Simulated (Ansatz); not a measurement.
Crystal: Sb6Se.

```
Sb Se
1.0
     7.46333    0.00000    0.00000
     0.00000    7.46333    0.00000
     0.00000    0.00000    7.46333
Sb Se
6 1
Cartesian
  1.5760 3.7317 3.7317
  3.7317 1.5760 3.7317
  5.8874 3.7317 3.7317
  3.7317 5.8874 3.7317
  3.7317 3.7317 1.5760
  3.7317 3.7317 5.8874
  0.0000 0.0000 0.0000
```

The cell was built by a generator and needn't be a form met in nature.

| Item | Value |
| --- | --- |
| Program | Ansatz 0.2.0 |
| Task | single point |
| Functional | PBE |
| Potentials or basis | Ansatz PAW |
| Cutoff | 420 eV (not typed: the program's choice for these potentials) |
| k mesh | 4 × 4 × 4 |
| Occupations | fermi-dirac, width 0.05 eV |
| Spin | no spin polarisation |

On this cell: pressure 0.1 GPa; largest force 0.008 eV/Å; band gap on the k mesh none (metal or under the smearing width).

The same run follows on a disturbed copy (atoms moved at random, drawn with an rms of 0.05 Å):

```xyz
7
Lattice="7.4633 0.0000 0.0000 0.0000 7.4633 0.0000 0.0000 0.0000 7.4633" Properties=species:S:1:pos:R:3 pbc="T T T"
Sb    1.5365    3.7339    3.7329
Sb    3.6998    1.5887    3.7333
Sb    5.8745    3.6990    3.7543
Sb    3.6793    5.8721    3.7710
Sb    3.7471    3.7226    1.5932
Sb    3.6897    3.7214    5.8873
Se   -0.0270    0.0189    0.0167
```

Task: What does the disturbed cell give?

Result: The energy (extrapolated to zero smearing) moves by -0.6 meV/atom; pressure 0.1 GPa; largest force 0.161 eV/Å; band gap on the k mesh none (metal or under the smearing width).

Forces in eV/Å, atoms in the order of the input:
```
Sb  -0.041  0.111  0.039
Sb   0.112 -0.079 -0.084
Sb   0.029 -0.066 -0.051
Sb  -0.058 -0.026  0.020
Sb   0.045 -0.018  0.018
Sb  -0.087  0.064  0.060
Se   0.000  0.013 -0.001
```

Stress tensor (GPa, compression positive):
```
 0.13 -0.14 -0.09
-0.14  0.11  0.07
-0.09  0.07  0.10
```
